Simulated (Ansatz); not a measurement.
**MoO+ (sextet): from Hartree-Fock to the top rungs, def2-TZVPP**

One table from this session's results is given with a row withheld; the runs are named, their logs left out.

Program: Ansatz 0.2.0, Gaussian basis. Level of theory: def2-TZVPP, core rule «outside noble gas», up to 5 orbitals frozen. These are calculated values, not measurements.

The runs, in order: UHF; ROHF; CCSD(T) on UHF.

**The geometry**

The geometry is a PBE0/def2-TZVP stationary point (not a proven minimum) of the parent state, kept for this charge and spin. No spin-orbit coupling is included. Elements past krypton take def2 core potentials.

2 atoms, charge 1, spin multiplicity 6.

Atoms are counted from 1 here; the program's logs count them from 0.

Bond lengths: Mo1–O2 1.990 Å.

The first run:

in.yaml reads:

```yaml
crystal:
  periodic: [false, false, false]
  atoms:
    - {symbol: Mo, position_ang: [0.000000, 0.000000, 0.000000]}
    - {symbol: O, position_ang: [0.000000, 0.000000, 1.989800]}
basis:
  gaussian: {orbitals: def2-TZVPP}
total_charge: 1
magnetization: {spin_polarized: true, initial_magnetization: 5}
hamiltonian: {xc: hf}
output: {orbitals: {seedname: orbitals}}
```

Started as:

```
> ansatz run in.yaml --threads 1 --pin off --events-out ev --progress --plain --max-ram 3968MiB --backend cpu
```

Steps of the session up to this table: UHF; ROHF; CCSD(T) on UHF.

One table of the session follows, with a row left open; its other results are not shown here.

| method | from UCCSD(T) (meV) |
| --- | --- |
| ROHF | +8306.2 |
| UHF | +8038.4 |
| UMP2 | +808.9 |
| UCCSD | ? |
| UCCSD(T) | 0 |

Q: Estimate the row for UCCSD from the others.

The run gave: from UCCSD(T) (meV): +334.0. In the column «from UCCSD(T) (meV)» it lies between UCCSD(T) (0) and UMP2 (+808.9).
